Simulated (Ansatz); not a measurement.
# CH6FGaSi: up Jacob's ladder to CCSD(T)

How much do the methods differ for CH6FGaSi? The plan is to run it at one geometry with functionals of several rungs and with coupled cluster. The yardstick is the atomisation energy at the CCSD(T) limit.

Program: Ansatz 0.2.0, Gaussian basis. Level of theory: functionals in def2-TZVPP, the program's frozen cores in correlated methods. These are calculated values, not measurements.

Levels to be run: LDA (SPW92), PBE-D4, revPBE-D4, BLYP-D4, r2SCAN-D4, B97M-V, PBE0-D4, B3LYP-D4, r2SCANh-D4, r2SCAN0-D4, HSE06-D4, BHLYP-D4, CAM-B3LYP-D4, LC-ωPBE, ωB97X-V, ωB97M-V, B2PLYP, PBE-QIDH; CCSD(T)/def2-SVP; CCSD(T)/def2-TZVPP; MP2/def2-QZVPP; extrapolation to the limit; RPA on PBE.

## 1. The geometry

The geometry comes from an earlier relaxation with PBE0-D4 in a triple-zeta def2 set; it is a stationary point, not always the lowest conformer.

SMILES `F[CH]([SiH3])[GaH2]`, 10 atoms, charge 0, spin multiplicity 1.

Atoms are counted from 1 here; the program's logs count them from 0.

Bond lengths: F1–C2 1.406 Å, C2–Si3 1.890 Å, C2–Ga4 1.990 Å, C2–H5 1.100 Å, Si3–H6 1.488 Å, Si3–H7 1.488 Å, Si3–H8 1.486 Å, Ga4–H9 1.564 Å, Ga4–H10 1.569 Å. Angles: F1–C2–Si3 109.3°, F1–C2–Ga4 111.1°, F1–C2–H5 107.6°, Si3–C2–Ga4 113.4°, Si3–C2–H5 107.4°, Ga4–C2–H5 107.8°, C2–Si3–H6 110.3°, C2–Si3–H7 107.6°, C2–Si3–H8 111.2°, H6–Si3–H7 108.8°, H6–Si3–H8 108.9°, H7–Si3–H8 109.9°, C2–Ga4–H9 119.2°, C2–Ga4–H10 118.0°, H9–Ga4–H10 122.7°.

## 2. LDA

This LDA is Slater exchange with PW92 correlation.

in.yaml

```yaml
crystal:
  periodic: [false, false, false]
  atoms:
    - {symbol: F, position_ang: [-1.860991, -0.181360, -0.633189]}
    - {symbol: C, position_ang: [-0.462161, -0.044831, -0.623082]}
    - {symbol: Si, position_ang: [0.284485, -1.340589, 0.532079]}
    - {symbol: Ga, position_ang: [0.072962, 1.817537, -0.170989]}
    - {symbol: H, position_ang: [-0.099603, -0.262132, -1.638470]}
    - {symbol: H, position_ang: [-0.060334, -1.033043, 1.946182]}
    - {symbol: H, position_ang: [1.762903, -1.284075, 0.375288]}
    - {symbol: H, position_ang: [-0.208507, -2.702931, 0.202371]}
    - {symbol: H, position_ang: [-1.027364, 2.850354, 0.239544]}
    - {symbol: H, position_ang: [1.598610, 2.181069, -0.229723]}
basis:
  gaussian: {orbitals: def2-TZVPP}
hamiltonian: {xc: lda}
output: {orbitals: {seedname: orbitals}}
```

Further steps of the session: PBE-D4 (GGA); revPBE-D4 (GGA); BLYP-D4 (GGA); r2SCAN-D4 (meta-GGA); B97M-V (meta-GGA); PBE0-D4 (hybrid); B3LYP-D4 (hybrid); r2SCANh-D4 (hybrid); r2SCAN0-D4 (hybrid); HSE06-D4 (hybrid); BHLYP-D4 (hybrid); CAM-B3LYP-D4 (range-separated); LC-ωPBE (range-separated); ωB97X-V (range-separated); ωB97M-V (range-separated); B2PLYP (double hybrid); PBE-QIDH (double hybrid); CCSD(T) in def2-SVP; CCSD(T) in def2-TZVPP; MP2 in def2-QZVPP; RPA on PBE orbitals.

Before running them: what should the planned runs give, taken together? Wanted: atomisation energy, CCSD(T)/CBS; farthest beyond LDA; mean size of error, GGA; mean size of error, meta-GGA; mean size of error, hybrid; mean size of error, range-separated; mean size of error, double hybrid; gap, smallest and largest; T1 diagnostic.

As calculated:

| quantity | value |
| --- | --- |
| atomisation energy, CCSD(T)/CBS | 30.853 eV |
| functionals within 0.309 eV (1.0 %) | PBE-D4, r2SCAN-D4, B97M-V, B3LYP-D4, r2SCANh-D4, CAM-B3LYP-D4, LC-ωPBE, ωB97X-V, ωB97M-V |
| farthest beyond LDA | BHLYP-D4 (-0.858 eV) |
| mean size of error, GGA | 0.373 eV |
| mean size of error, meta-GGA | 0.043 eV |
| mean size of error, hybrid | 0.409 eV |
| mean size of error, range-separated | 0.116 eV |
| mean size of error, double hybrid | 0.480 eV |
| gap, smallest and largest | 3.64 eV (LDA (SPW92)), 10.61 eV (LC-ωPBE) |
| T1 diagnostic | 0.0130 |
| triples share of the correlation energy | 3.4 % |

What this shows: LDA overbinds by 4.044 eV (13 %). PBE-D4 misses by -0.021 eV. Double hybrids carry the basis error of their MP2 part in triple zeta, and no dispersion term here, so their miss is partly the set-up's. The rungs meta-GGA, range-separated miss on average by less than the doubt on the reference (0.309 eV), so they tie. Misses under about 0.309 eV are within the doubt on the reference itself, which lacks core-valence correlation, relativity and higher excitations, and its outer-core shells are covered unevenly. Hartree-Fock recovers 73 % of the binding; the rest is correlation. CCSD(T) in def2-SVP is off by -1.865 eV, more than most functionals: a good method in a small basis is no reference. The gap grows from 3.6 to 10.6 eV across the functionals, mostly with the share of exact exchange. Correlated methods include outer-core shells of Ga, which these sets cover unevenly.
